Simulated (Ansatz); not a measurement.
**UHSE06/STO-3G run of CH3B (SMILES B[CH])**

What is the electronic atomisation energy of CH3B at UHSE06/STO-3G? 

The calculation is run with Ansatz 0.2.0.

49 further runs of the same task are left out: 3 that didn't finish, 46 set aside as unsound or not needed.

### 1 Starting point

CH3B has 5 atoms, charge 0, and is taken as a triplet. As SMILES, `B[CH]`. The coordinates come from a GFN2-xTB relaxation.

Bond lengths: B1–C2 1.463 Å, B1–H3 1.182 Å, B1–H4 1.174 Å, C2–H5 1.068 Å. Angles: B1–C2–H5 150.8°, C2–B1–H3 120.4°, C2–B1–H4 121.9°, H3–B1–H4 117.7°.

### 2 The energy at UHSE06/STO-3G

The input, molecule.yaml:

```yaml
crystal:
  periodic: [false, false, false]
  atoms:
    - symbol: B
      position_ang: [-0.352450, -0.401400, -0.071360]
    - symbol: C
      position_ang: [0.507540, 0.779550, -0.141970]
    - symbol: H
      position_ang: [-0.308550, -1.118250, 0.866820]
    - symbol: H
      position_ang: [-1.104620, -0.672740, -0.931370]
    - symbol: H
      position_ang: [1.258080, 1.412850, 0.277880]
basis:
  gaussian: {orbitals: STO-3G}
magnetization: {spin_polarized: true, initial_magnetization: 2}
hamiltonian: {xc: hse06}
accuracy: high
```

On the command line:

```sh
$ ansatz run molecule.yaml --threads 1 --pin off --max-ram 2610MiB --events-out events.jsonl --progress --plain --runs-dir runs
```

What it wrote:

```text
Warning: RAYON_NUM_THREADS=1 ignored (pool sized by the plan → 1); use --threads N
Functional definition: HSE06
  name "HSE06"
  parameter a = 0.25
  parameter omega = 0.11/bohr
  exchange = pbe_x - a*pbe_x_sr(omega) + a*exact_x_sr(omega)
  correlation = pbe_c
209 factors; integrals over basis functions are off by at most 6.1e-9 eV
52 factors; integrals over basis functions are off by at most 4.0e-10 eV
mean field evaluation 1: about -1733.5015 eV, gradient 4.4e0 eV
mean field evaluation 2: about -1733.7548 eV, gradient 1.4e0 eV
mean field evaluation 4: about -1733.7803 eV, gradient 2.9e-1 eV
mean field evaluation 8: about -1733.7423 eV, gradient 2.5e-3 eV
mean field evaluation 16: about -1733.7423 eV, gradient 5.1e-8 eV
mean field -1733.74234507 eV, -63.7138560086 hartree, gradient 3.9e-9 eV, S^2 2.006028; 0 other end points of the search recorded, 0 dependent functions left out
reference -1733.74234680 eV, -63.7138560721 hartree; 8, 6 occupied and 5, 7 virtual orbitals, 209 factors
Total energy: -1733.74234680 eV, -63.7138560721 hartree
```

Run time: 1.5 s. Hardware: 1 thread of Arm Neoverse V1, shared host; peak memory 0.11 GiB.

### 3 The B atom at the same level

The input, molecule.yaml:

```yaml
crystal:
  periodic: [false, false, false]
  atoms:
    - symbol: B
      position_ang: [0.000000, 0.000000, 0.000000]
basis:
  gaussian: {orbitals: STO-3G}
total_charge: 0
magnetization: {spin_polarized: true, initial_magnetization: 1}
hamiltonian: {xc: {name: HSE06}}
accuracy: high
```

On the command line:

```sh
$ ansatz run molecule.yaml --threads 1 --pin off --max-ram 2610MiB --events-out events.jsonl --progress --plain --runs-dir runs
```

What it wrote, shortened:

```text
Warning: RAYON_NUM_THREADS=1 ignored (pool sized by the plan → 1); use --threads N
[... 6 set-up lines as earlier in the session ...]
15 factors; integrals over basis functions are off by at most 8.9e-10 eV
13 factors; integrals over basis functions are off by at most 7.8e-10 eV
mean field evaluation 1: about -659.4403 eV, gradient 3.3e-7 eV
mean field evaluation 2: about -659.4397 eV, gradient 1.9e-6 eV
mean field evaluation 4: about -659.4397 eV, gradient 2.1e-7 eV
mean field evaluation 8: about -659.4397 eV, gradient 0.0e0 eV
mean field -659.43973129 eV, -24.2339631407 hartree, gradient 0.0e0 eV, S^2 0.750000; 0 other end points of the search recorded, 0 dependent functions left out
reference -659.43973254 eV, -24.2339631866 hartree; 3, 2 occupied and 2, 3 virtual orbitals, 15 factors
Total energy: -659.43973254 eV, -24.2339631866 hartree
```

Run time: 0.37 s. Hardware: 1 thread of Arm Neoverse V1, shared host.

### 4 The C atom

The input, molecule.yaml:

```yaml
basis:
  gaussian:
    orbitals: STO-3G
crystal:
  periodic: [false, false, false]
  atoms:
    - {symbol: C, position_ang: [0.000000, 0.000000, 0.000000]}
magnetization:
  spin_polarized: true
  initial_magnetization: 2
hamiltonian:
  xc: hse06
accuracy: high
```

Run the same way, it converges to -37.30100 Eh (log not shown).

### 5 The H atom

The input, input.yaml:

```yaml
crystal:
  periodic: [false, false, false]
  atoms:
    - {symbol: H, position_ang: [0.000000, 0.000000, 0.000000]}
basis:
  gaussian:
    orbitals: STO-3G
magnetization:
  spin_polarized: true
  initial_magnetization: 1
hamiltonian:
  xc: hse06
accuracy: high
```

Run the same way, it converges to -0.46620 Eh (log not shown).

### 6 Summary of results

Level: UHSE06/STO-3G.

```
                     quantity         value
       molecule: total energy  -63.71386 Eh
               molecule: ⟨S²⟩         2.006
         B atom: total energy  -24.23396 Eh
                 B atom: ⟨S²⟩         0.750
         C atom: total energy  -37.30100 Eh
                 C atom: ⟨S²⟩         2.000
         H atom: total energy   -0.46620 Eh
                 H atom: ⟨S²⟩         0.750
electronic atomisation energy     21.233 eV
```

**Reading.** Taking the molecule apart into free atoms costs 21.23 eV (490 kcal/mol), before zero-point energy and without spin-orbit coupling. In a minimal basis such a difference can be off by several eV, whatever the method.
